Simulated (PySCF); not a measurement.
# CH4BClO: the cost of one run

The runs use PySCF 2.14.0, with density-fitted response routines of our own; the level of theory stands in each step. All values are computed, except where a source is named. Atoms are numbered from 0 throughout.

### Step 1. The molecule as given

8 atoms, charge 0, multiplicity 1; geometry from: PBE0-D3(BJ)/def2-SVP.

Bonds of the start (Å): C0–B1 1.57, B1–O2 1.35, B1–Cl3 1.77, C0–H4 1.10, C0–H5 1.10, C0–H6 1.10, O2–H7 0.96.

### Step 2. TDDFT and polarisability: wB97X-D/def2-SVPD

What the job is given:

```
{"job": {"kind": "uv", "xc": "wB97X-D", "basis": "def2-SVPD", "ip": true}, "charge": 0, "multiplicity": 1}
C     -0.509039     0.383256     0.821417
B      0.949240     0.962109     0.832593
O      2.065200     0.257046     0.565215
Cl     1.207372     2.669932     1.237504
H     -1.162702     0.998086     0.183205
H     -0.573734    -0.662644     0.483608
H     -0.933729     0.441986     1.837272
H      1.877586    -0.661071     0.344244
```

Level: TDDFT wB97X-D/def2-SVPD, vertical, gas phase, core orbitals frozen in the response.

Command:

```sh
$ OMP_NUM_THREADS=1 python probes_run.py task.json out
```

This one command runs all jobs of the session in turn.

Q: Estimate the wall time and peak memory of this first job on 1 thread of Arm Neoverse V1, shared host.

About 33 s, with a peak of 0.54 GiB.
